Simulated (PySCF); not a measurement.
# B²⁺ with other numerical set-ups

Which parts of the numerical set-up matter for B²⁺? Each run edits the base script.

Computed with PySCF 2.14.0. Level: each script names its method and basis.

1 further run of the same task is left out (it didn't finish).

### 1 The atom

B²⁺: 1 atom, charge 2, spin multiplicity 2.

### 2 Base script

Input file input.py:

```python
from pyscf import gto, dft

mol = gto.M(
    atom='B 0 0 0',
    basis='def2-svpd',
    charge=2,
    spin=1,
    verbose=4,
)
mf = dft.UKS(mol, xc='revpbe')
mf.kernel()
mf.stability(internal=True, external=True)
mf.dip_moment()
print('orbital energies (hartree):', [e[max(0, n-3):n+3].round(4) for e, n in zip(mf.mo_energy, mol.nelec)])
```

The run is started by

```sh
OMP_NUM_THREADS=1 python input.py
```

Its log is not repeated here.

Base result: E(SCF) = -23.403360 Eh, 5 cycles, ⟨S²⟩ = 0.750, internal stable; real -> complex stable; UHF/UKS -> GHF/GKS unstable.

### 3 Integration grid 4

Run 1 changes integration grid: default → 4.

Input file input.py:

```python
from pyscf import gto, dft

mol = gto.M(
    atom='B 0 0 0',
    basis='def2-svpd',
    charge=2,
    spin=1,
    verbose=4,
)
mf = dft.UKS(mol, xc='revpbe')
mf.grids.level = 4
mf.kernel()
mf.stability(internal=True, external=True)
mf.dip_moment()
print('orbital energies (hartree):', [e[max(0, n-3):n+3].round(4) for e, n in zip(mf.mo_energy, mol.nelec)])
```

The run is started by

```sh
OMP_NUM_THREADS=1 python input.py
```

### 4 Crenbl (core potential on)

Run 2 changes basis set: def2-svpd → crenbl; core potential: off → on. The core potential changes with it: totals don't compare.

input.py: that of step 2 with these lines changed.

```diff
@@ -4,3 +4,4 @@
     atom='B 0 0 0',
-    basis='def2-svpd',
+    basis='crenbl',
+    ecp={'B': 'crenbl'},
     charge=2,
```

### 5 Def2-tzvpp

Run 3 changes basis set: def2-svpd → def2-tzvpp.

input.py: that of step 2 with these lines changed.

```diff
@@ -4,3 +4,3 @@
     atom='B 0 0 0',
-    basis='def2-svpd',
+    basis='def2-tzvpp',
     charge=2,
```

What does the calculation give? Wanted: for each run, E(SCF); from base; gap, α spin; after the SCF.

The runs gave:

```
                       run  E(SCF) (hartree)  from base (eV)  cycles  gap, α spin (eV)  functions                 after the SCF
                      base        -23.403360               0       5              5.91         20  unstable: UHF/UKS -> GHF/GKS
        integration grid 4        -23.403360          0.0000       5              5.91         20  unstable: UHF/UKS -> GHF/GKS
crenbl (core potential on)         -1.393168  not comparable       5              6.45         16  unstable: UHF/UKS -> GHF/GKS
                def2-tzvpp        -23.430549         -0.7398       5              6.20         31  unstable: UHF/UKS -> GHF/GKS
```

In words: With integration grid 4 the SCF ends at the base energy. def2-tzvpp (31 functions) gives an energy 0.74 eV lower than def2-svpd (20).
